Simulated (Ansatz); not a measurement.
# Al7H15: the cost of one run

Program: Ansatz 0.2.0. Level of theory: DFT PBE, scalar-relativistic, plane waves, PAW. These are calculated values, not measurements.

2 further runs of the same task are left out: 1 that didn't finish, 1 set aside as unsound or not needed.

## (1) The structure to begin with

It takes space group R-3 (No. 148, trigonal). The conventional cell has a = 8.972 Å, b = 8.972 Å, c = 16.999 Å, α = 90.00°, β = 90.00°, γ = 120.00°. Around Al (site symmetry 1) lie 4 H at 1.67 to 1.71 Å. Al (site symmetry -3) has 6 H at 1.71 Å as nearest neighbours. Around H (site symmetry -1) lie 2 Al at 1.67 Å. Around H (site symmetry 1) lie 2 Al at 1.69 Å. H (site symmetry 1) has 2 Al at 1.71 Å as nearest neighbours.

Coordinates:

```
CELL_PARAMETERS angstrom
4.48589 2.58993 5.66641
-4.48589 2.58993 5.66641
0.00000 -5.17985 5.66641
ATOMIC_POSITIONS crystal
Al 0.41574 0.14013 0.81313
Al 0.81313 0.41574 0.14013
Al 0.14013 0.81313 0.41574
Al 0.58426 0.85987 0.18687
Al 0.18687 0.58426 0.85987
Al 0.85987 0.18687 0.58426
Al 0.00000 0.00000 0.00000
H 0.50000 0.00000 0.00000
H 0.30130 0.36220 0.83650
H 0.63780 0.16350 0.69870
H 0.20787 0.07007 0.90657
H 0.69870 0.63780 0.16350
H 0.00000 0.50000 0.00000
H 0.83650 0.30130 0.36220
H 0.90657 0.20787 0.07007
H 0.36220 0.83650 0.30130
H 0.16350 0.69870 0.63780
H 0.00000 0.00000 0.50000
H 0.07007 0.90657 0.20787
H 0.79213 0.92993 0.09343
H 0.09343 0.79213 0.92993
H 0.92993 0.09343 0.79213
```

The cell is invented: 4-, 6-connected net, bridging atoms on its edges (R-3, No. 148). The dimensions are guesses.

## (2) Probe: one point on a coarse mesh

The input, input.yaml:

```yaml
crystal:
  lattice:
    - [4.48588502, 2.58992692, 5.66641416]
    - [-4.48588502, 2.58992692, 5.66641416]
    - [0.0, -5.17985385, 5.66641416]
  atoms:
    - { symbol: Al, position: [0.4157399, 0.14013048, 0.81313237] }
    - { symbol: Al, position: [0.81313237, 0.4157399, 0.14013048] }
    - { symbol: Al, position: [0.14013048, 0.81313237, 0.4157399] }
    - { symbol: Al, position: [0.5842601, 0.85986952, 0.18686763] }
    - { symbol: Al, position: [0.18686763, 0.5842601, 0.85986952] }
    - { symbol: Al, position: [0.85986952, 0.18686763, 0.5842601] }
    - { symbol: Al, position: [0.0, 0.0, 0.0] }
    - { symbol: H, position: [0.5, 0.0, 0.0] }
    - { symbol: H, position: [0.30130376, 0.36219529, 0.83650094] }
    - { symbol: H, position: [0.63780471, 0.16349906, 0.69869624] }
    - { symbol: H, position: [0.20786995, 0.07006524, 0.90656618] }
    - { symbol: H, position: [0.69869624, 0.63780471, 0.16349906] }
    - { symbol: H, position: [0.0, 0.5, 0.0] }
    - { symbol: H, position: [0.83650094, 0.30130376, 0.36219529] }
    - { symbol: H, position: [0.90656618, 0.20786995, 0.07006524] }
    - { symbol: H, position: [0.36219529, 0.83650094, 0.30130376] }
    - { symbol: H, position: [0.16349906, 0.69869624, 0.63780471] }
    - { symbol: H, position: [0.0, 0.0, 0.5] }
    - { symbol: H, position: [0.07006524, 0.90656618, 0.20786995] }
    - { symbol: H, position: [0.79213005, 0.92993476, 0.09343382] }
    - { symbol: H, position: [0.09343382, 0.79213005, 0.92993476] }
    - { symbol: H, position: [0.92993476, 0.09343382, 0.79213005] }
basis:
  ecutwfc: 420
kpoints:
  mp_grid: { grid: [3, 3, 3] }
hamiltonian:
  xc: pbe
scf:
  occupations: { method: gaussian, width: 0.1 }
  lower_state_search: "off"
output:
  forces: true
  stress: true
  eigenvalues: true
```

Started as:

```
$ ansatz run input.yaml --threads 1 --pin off --max-ram 2560MiB --backend cpu --events-out ev --progress --plain --runs-dir out
```

What time and memory should one allow on 1 thread of Arm Neoverse V2, shared host?

About 5.7 s, with a peak of 0.49 GiB.
